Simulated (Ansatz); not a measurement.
I need a geometry optimisation of ClH4NOSSi, SMILES N[Si](O)(S)Cl. Use Ansatz 0.2.0, Python API. Use: B3LYP, cc-pVDZ basis, multiplicity 1.

The script reads `clh4nossi.xyz`:
```text
9

N     0.75010    1.11860    0.44800
Si   -0.29330   -0.13760    0.06210
O     0.41110   -1.42930    0.73530
S    -0.26990   -0.36510   -2.02610
Cl   -2.12720    0.01940    0.86830
H     1.63810    0.94650    0.11680
H     0.79590    1.21620    1.45270
H     0.04650   -2.26150    0.56620
H    -0.86280    0.84650   -2.24040
```

The script, `opt_clh4nossi.py`:
```python
# -*- coding: utf-8 -*-
"""Minimum-energy structure of ClH4NOSSi."""

import argparse

import ansatz
import numpy as np

parser = argparse.ArgumentParser(description="Minimum-energy structure of ClH4NOSSi.")
parser.add_argument("--basis", required=True, help="Gaussian basis set")
parser.add_argument("--xc", default="B3LYP", help="exchange-correlation functional")
args = parser.parse_args()


def main():
    mol = ansatz.Crystal.molecule_from_extxyz("clh4nossi.xyz")

    calc = (
        mol.calculation()
        .basis(gaussian=args.basis)
        .functional(args.xc)
    )
    symbols = [site.symbol for site in mol.cartesian_sites]
    start = np.array([site.position_ang for site in mol.cartesian_sites], dtype=float)
    def progress(event):
        if event["event"] == "relax_step":
            row = event["data"]
            print(f"step {row['step']:3d}  E = {row['lagrangian_ev']:.6f} eV  largest force component {row['allowed_force_max_ev_ang']:.4f} eV/A")


    data = calc.relax(force_tolerance=0.01, max_steps=100).session().plan().execute(on_event=progress).report
    end = np.array(data["positions_ang"])

    for key in ("converged", "free_energy_ev", "reference_energy_ev", "n_frozen", "n_occupied", "n_virtual"):
        print(f"{key:22s} {data[key]}")

    print("final positions (A) and the move of each atom")
    for symbol, xyz, old in zip(symbols, end, start):
        print(f"{symbol:2s} {xyz[0]:10.5f} {xyz[1]:10.5f} {xyz[2]:10.5f}   {np.linalg.norm(xyz - old):7.4f}")


if __name__ == "__main__":
    main()
```

```console
$ python opt_clh4nossi.py --basis cc-pVDZ
step   1  E = -34843.098520 eV  largest force component 2.7552 eV/A
step   2  E = -34843.563050 eV  largest force component 0.5432 eV/A
step   3  E = -34843.605645 eV  largest force component 0.3794 eV/A
step   4  E = -34843.618290 eV  largest force component 0.2366 eV/A
step   5  E = -34843.620364 eV  largest force component 0.3826 eV/A
step   6  E = -34843.627900 eV  largest force component 0.1188 eV/A
step   7  E = -34843.626778 eV  largest force component 0.2474 eV/A
step   8  E = -34843.629186 eV  largest force component 0.0291 eV/A
step   9  E = -34843.629397 eV  largest force component 0.0285 eV/A
step  10  E = -34843.629651 eV  largest force component 0.0243 eV/A
step  11  E = -34843.629727 eV  largest force component 0.0163 eV/A
step  12  E = -34843.629703 eV  largest force component 0.0215 eV/A
step  13  E = -34843.629782 eV  largest force component 0.0053 eV/A
converged              True
free_energy_ev         -34843.630032785084
reference_energy_ev    -34843.630032785084
n_frozen               0
n_occupied             [33, 33]
n_virtual              [69, 69]
final positions (A) and the move of each atom
N     0.76680    1.14734    0.52475    0.0836
Si   -0.17803   -0.21376    0.06697    0.1382
O     0.42908   -1.65966    0.65596    0.2443
S    -0.26094   -0.38945   -2.07930    0.0592
Cl   -2.08803    0.09359    0.88791    0.0862
H     1.69747    1.21868    0.11830    0.2786
H     0.78459    1.39867    1.51148    0.1920
H    -0.14744   -2.43048    0.55046    0.2577
H    -0.91500    0.78876   -2.25363    0.0790
```

Total energies depend on the basis set; only differences at equal settings carry meaning. The end point is the stationary point reached from this start; no frequency run checks that it is a minimum, and the basis set is modest. b3lyp holds the VWN-RPA fit, as in Gaussian; the form of ORCA and Turbomole is b3lyp5. It ran for 74 s on 1 thread of AMD EPYC 7B13 (Zen 3) (shared host), peak memory 0.32 GiB.
